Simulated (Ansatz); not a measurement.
# HCl4: the cost of one run

Method: DFT PBE+D3(BJ), scalar-relativistic, plane waves, PAW, in Ansatz 0.2.0.

### 1 The starting structure

Symmetry: Im-3m, No. 229, cubic system. The conventional cell has a = 6.277 Å, b = 6.277 Å, c = 6.277 Å, α = 90.00°, β = 90.00°, γ = 90.00°. H (site symmetry m-3m) is surrounded by 8 Cl at 2.72 Å. Around Cl (site symmetry -3m) lie 2 H at 2.72 Å.

Structure file:

```cif
data_structure
_symmetry_space_group_name_H-M 'P 1'
_symmetry_Int_Tables_number 1
_cell_length_a 5.4362
_cell_length_b 5.4362
_cell_length_c 5.4362
_cell_angle_alpha 109.471
_cell_angle_beta 109.471
_cell_angle_gamma 109.471
_cell_volume 123.67
loop_
_atom_site_label
_atom_site_type_symbol
_atom_site_fract_x
_atom_site_fract_y
_atom_site_fract_z
_atom_site_occupancy
H1 H 0.00000 0.00000 0.00000 1
Cl1 Cl 0.00000 0.00000 0.50000 1
Cl2 Cl 0.50000 0.00000 0.00000 1
Cl3 Cl 0.00000 0.50000 0.00000 1
Cl4 Cl 0.50000 0.50000 0.50000 1
```

Recipe of the guess: species swapped into a database cell of Hg4Pt (Im-3m, No. 229), with Cl on the Hg sites and H on the Pt sites. The dimensions are guesses.

### 2 Probe: one point on a coarse mesh

Contents of input.yaml:

```yaml
crystal:
  lattice:
    - [-3.13858686, 3.13858686, 3.13858686]
    - [3.13858686, -3.13858686, 3.13858686]
    - [3.13858686, 3.13858686, -3.13858686]
  atoms:
    - { symbol: H, position: [0.0, 0.0, 0.0] }
    - { symbol: Cl, position: [0.0, 0.0, 0.5] }
    - { symbol: Cl, position: [0.5, 0.0, 0.0] }
    - { symbol: Cl, position: [0.0, 0.5, 0.0] }
    - { symbol: Cl, position: [0.5, 0.5, 0.5] }
basis:
  ecutwfc: 420
kpoints:
  mp_grid: { grid: [4, 4, 4] }
hamiltonian:
  xc: pbe
  dispersion: d3bj
scf:
  occupations: { method: gaussian, width: 0.1 }
  lower_state_search: "off"
output:
  forces: true
  stress: true
  eigenvalues: true
```

Launch:

```
ansatz run input.yaml --threads 1 --pin off --max-ram 2560MiB --backend cpu --events-out ev --progress --plain --runs-dir out
```

What time and memory should one allow on 1 thread of Intel Xeon at 2.50GHz (Skylake/Cascade Lake), shared host?

About 2.6 s, with a peak of 0.35 GiB.
